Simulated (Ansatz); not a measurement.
# SbH₂+ (singlet): wave-function methods side by side at angle H2–Sb1–H3 = 118.1°, def2-SVP

How much of the correlation energy of SbH₂+ (singlet) does each wave-function method recover here?

The runs use Ansatz 0.2.0, Gaussian basis; def2-SVP, core rule «outside noble gas», up to 9 orbitals frozen.

To be run: UHF; CCSD(T) on RHF; CCSD(T) on UHF; BCCD(T) on RHF; CISD; CCSDT(Q) on RHF; CCSDT(Q) on UHF; CCSDTQ on RHF; CASSCF and MRCISD+Q, 2 electrons in 2 orbitals; CASSCF and NEVPT2, 2 electrons in 2 orbitals; CASSCF and MRCISD+Q, 6 electrons in 6 orbitals; CASSCF and MRCISD+Q(relaxed), 6 electrons in 6 orbitals; CASSCF and NEVPT2, 6 electrons in 6 orbitals; Full CI.

12 further runs of the same task are left out: 10 that didn't finish, 2 set aside as unsound or not needed.

### Step 1. What is computed

The geometry derives from a PBE0/def2-TZVP stationary point (not a proven minimum). One angle is set to the value named; bond lengths are kept. No spin-orbit coupling is included. Elements past krypton take def2 core potentials.

3 atoms, charge 1, spin multiplicity 1.

Atoms are counted from 1 here; the program's logs count them from 0.

Bond lengths: Sb1–H2 1.709 Å, Sb1–H3 1.709 Å. Angles: H2–Sb1–H3 118.1°.

### Step 2. UHF

in.yaml

```yaml
crystal:
  periodic: [false, false, false]
  atoms:
    - {symbol: Sb, position_ang: [0.000000, -0.014311, 0.000000]}
    - {symbol: H, position_ang: [0.000000, 0.864355, -1.465267]}
    - {symbol: H, position_ang: [0.000000, 0.864379, 1.465253]}
basis:
  gaussian: {orbitals: def2-SVP}
total_charge: 1
magnetization: {spin_polarized: true, initial_magnetization: 0}
hamiltonian: {xc: hf}
output: {orbitals: {seedname: orbitals}}
```

The run is started by

```sh
$ ansatz run in.yaml --threads 1 --pin off --events-out ev --progress --plain --max-ram 2393MiB
```

After this run come: CCSD(T) on RHF; CCSD(T) on UHF; BCCD(T) on RHF; CISD; CCSDT(Q) on RHF; CCSDT(Q) on UHF; CCSDTQ on RHF; CASSCF and MRCISD+Q, 2 electrons in 2 orbitals; CASSCF and NEVPT2, 2 electrons in 2 orbitals; CASSCF and MRCISD+Q, 6 electrons in 6 orbitals; CASSCF and MRCISD+Q(relaxed), 6 electrons in 6 orbitals; CASSCF and NEVPT2, 6 electrons in 6 orbitals; Full CI.

Q: Predict the results of all the runs planned. Wanted: FCI below the RHF energy; RMP2 from FCI; UMP2 from FCI; RCCSD from FCI; RCCSD(T) from FCI; UCCSD(T) from FCI; RCCSDT(Q) from FCI; UCCSDT(Q) from FCI; NEVPT2 pair from FCI.

As calculated:

| quantity | value |
| --- | --- |
| FCI below the RHF energy | -2.9097 eV |
| RMP2 from FCI | +774.4 meV |
| UMP2 from FCI | +858.9 meV |
| RCCSD from FCI | +70.8 meV |
| RCCSD(T) from FCI | +17.2 meV |
| UCCSD(T) from FCI | +28.4 meV |
| RCCSDT(Q) from FCI | +0.6 meV |
| UCCSDT(Q) from FCI | +5.6 meV |
| NEVPT2 pair from FCI | +694.8 meV |
| MRCISD+Q pair from FCI | -35.0 meV |
| NEVPT2 valence from FCI | +412.5 meV |
| levels within 1 kcal/mol (43 meV) | RCCSD(T), UCCSD(T), BCCD(T), RCCSDT, UCCSDT, RCCSDT(Q), UCCSDT(Q), RCCSDTQ, MRCISD+Q pair, MRCISD+Q valence, MRCISD+Q(relaxed) valence |
| T1 diagnostic | 0.014 |
| effectively unpaired electrons | 0.08 |

In words: RCCSD(T) lands +17.2 meV from the yardstick (0.6 % of the correlation energy). MRCISD+Q pair, MRCISD+Q(relaxed) valence fall below full CI: the +Q correction isn't variational, and the cores differ from full CI's. One determinant dominates. Of the multireference levels listed MRCISD+Q valence comes nearest in total energy (+3.1 meV), which doesn't show that its space is the better one. These misses are within one basis, not against nature.
